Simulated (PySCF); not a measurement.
# A diatomic session: AsF+

An exercise on one series of results from a longer session: the logs are not shown, and one member is left open.

Computed with PySCF 2.14.0. Level: As aug-pcseg-1, F aug-pcseg-1, no relativity.

Set-up of the first run:

A driver script around PySCF takes these settings:

- atoms: As, F
- charge: 1
- basis: As aug-pcseg-1, F aug-pcseg-1
- Hamiltonian: no relativity
- basis functions: 59
- electrons treated: 41
- masses in u: 74.9216, 18.9984
- levels: PBE0, PBE, r²SCAN, BP86, BLYP, revPBE, CAM-B3LYP, HF, MP2, SCS-MP2, CCSD, CCSD(T)
- grid: 80 radial by 434 angular points
- occupations: held fixed by the projection of orbital angular momentum
- dissociation limit: As+ + F, each in its ground configuration
- starting distance in angstrom: 1.890
- values of 2S to try: 1, 3

Run with:

```console
OMP_NUM_THREADS=1 python dia.py task.json out
```

Among the steps run: Input; PBE0 along the bond; Excited determinants; PBE (GGA); r²SCAN; BP86; BLYP (GGA); revPBE; CAM-B3LYP (range-separated hybrid); UHF (mean field); MP2 and coupled cluster.

One of the session's tables, all rows but one given; the rest of the session is left out.

It belongs to the step «The curves together». Energy (eV) from each level's lowest point:

```
R (Å)    UHF  UHF-MP2  UHF-SCS-MP2  UHF-CCSD  UHF-CCSD(T)
1.466  1.281    1.635        1.630       n/a          n/a
1.534  0.503    0.747        0.744     0.717        0.759
1.603  0.111    0.249        0.248     0.232        0.259
1.654  0.000    0.064        0.064     0.056        0.069
1.705      ?        ?            ?         ?            ?
1.756  0.105    0.030        0.030     0.038        0.024
1.824  0.339    0.180        0.178     0.196        0.163
1.910  0.746    0.491        0.485     0.514        0.456
2.012  1.331    0.997        0.983     0.997        0.913
2.148  2.196    1.738        1.705       n/a          n/a
```

Estimate the missing values for R (Å) = 1.705.

Worked estimate for «UHF». A straight line through the neighbours (1.654, 0.000) and (1.756, 0.105) gives 0.000 + (0.105 − 0.000) × (1.705 − 1.654) / (1.756 − 1.654) = 0.053; a parabola fitted to 4 rows on both sides gives 0.010.

The run gave: UHF: 0.007; UHF-MP2: 0.000; UHF-SCS-MP2: 0.000; UHF-CCSD: 0.000; UHF-CCSD(T): 0.000. In «UHF» the line misses by +0.046 and the parabola by +0.003.
